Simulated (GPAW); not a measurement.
Runs of GPAW 26.7.0 on AlFe3B. It takes space group Pm-3m (No. 221, cubic). The conventional cell has a = 3.822 Å, b = 3.822 Å, c = 3.822 Å, α = 90.00°, β = 90.00°, γ = 90.00°. Fe (site symmetry 4/mmm) is surrounded by 2 B at 1.91 Å. Al (site symmetry m-3m) has 12 Fe at 2.70 Å as nearest neighbours. B (site symmetry m-3m) is surrounded by 6 Fe at 1.91 Å. The cell comes from a database or a generator and needn't be the stable form of this composition.

```csv
task,level,U,cell,k mesh,band path,band points,optimizer,fmax,max steps,gap on the mesh (eV),pressure (GPa),moment (μB),relaxed volume (Å³/atom)
band structure,PBEsol+U,Fe d U = 8 eV,as given,7 × 7 × 7,"GXMGRX,MR",60,-,-,-,-,42.1,9.26,-
band structure,PBEsol+U,Fe d U = 6 eV,as given,7 × 7 × 7,"GXMGRX,MR",60,-,-,-,-,30.8,8.58,-
band structure,PBEsol+U,Fe d U = 4 eV,as given,7 × 7 × 7,"GXMGRX,MR",60,-,-,-,-,17.9,(a),-
relaxation of cell and atoms,PBEsol,-,relaxed,6 × 6 × 6,-,-,BFGS,0.02 eV/Å,60,none,0.2,4.06,10.85
band structure,PBEsol+U,Fe d U = 3 eV,as given,7 × 7 × 7,"GXMGRX,MR",60,-,-,-,-,9.0,6.72,-
relaxation of cell and atoms,PBEsol+D3,-,relaxed,6 × 6 × 6,-,-,BFGS,0.02 eV/Å,60,none,0.0,4.01,(b)
band structure,PBEsol,-,as given,7 × 7 × 7,"GXMGRX,MR",60,-,-,-,-,-5.6,4.12,-
relaxation of cell and atoms,PBEsol+D4,-,relaxed,6 × 6 × 6,-,-,BFGS,0.02 eV/Å,60,none,0.0,4.02,10.70
relaxation of cell and atoms,PBEsol+D3(BJ)+ATM,-,relaxed,6 × 6 × 6,-,-,BFGS,0.02 eV/Å,60,none,0.0,4.01,10.67
band structure,PBEsol+U,Fe d U = 1 eV,as given,7 × 7 × 7,"GXMGRX,MR",60,-,-,-,-,-1.6,(c),-
relaxation of cell and atoms,PBEsol+D3(BJ),-,relaxed,6 × 6 × 6,-,-,BFGS,0.02 eV/Å,60,none,0.0,4.00,10.62
band structure,PBEsol+U,Fe d U = 2 eV,as given,7 × 7 × 7,"GXMGRX,MR",60,-,-,-,-,5.4,6.32,-
```

Alike in all rows: potentials or basis PAW data sets generated in the run's folder for this functional, pw; spin collinear, ferromagnetic start; cutoff (eV) 800; smearing fermi-dirac 0.05 eV.

Q: Fill in the values left out.

A: (a) 7.59; (b) 10.65; (c) 5.05.

Caveats: the U is typed as a test and isn't derived for this compound (some runs); each step starts from the last one's moments, so a moment once lost doesn't come back (some runs); later steps reuse the first step's grids (some runs); pairwise dispersion overbinds metals, which lowers pressure and volume (some runs); a pressure of tens of GPa on the cell as given is suspect, and the run, the potentials or the cell itself is likely at fault (some runs).

A k mesh can miss the band edges.

A gap of «none» marks a metal or a gap under the smearing width.

Not every run made on this cell is shown here.
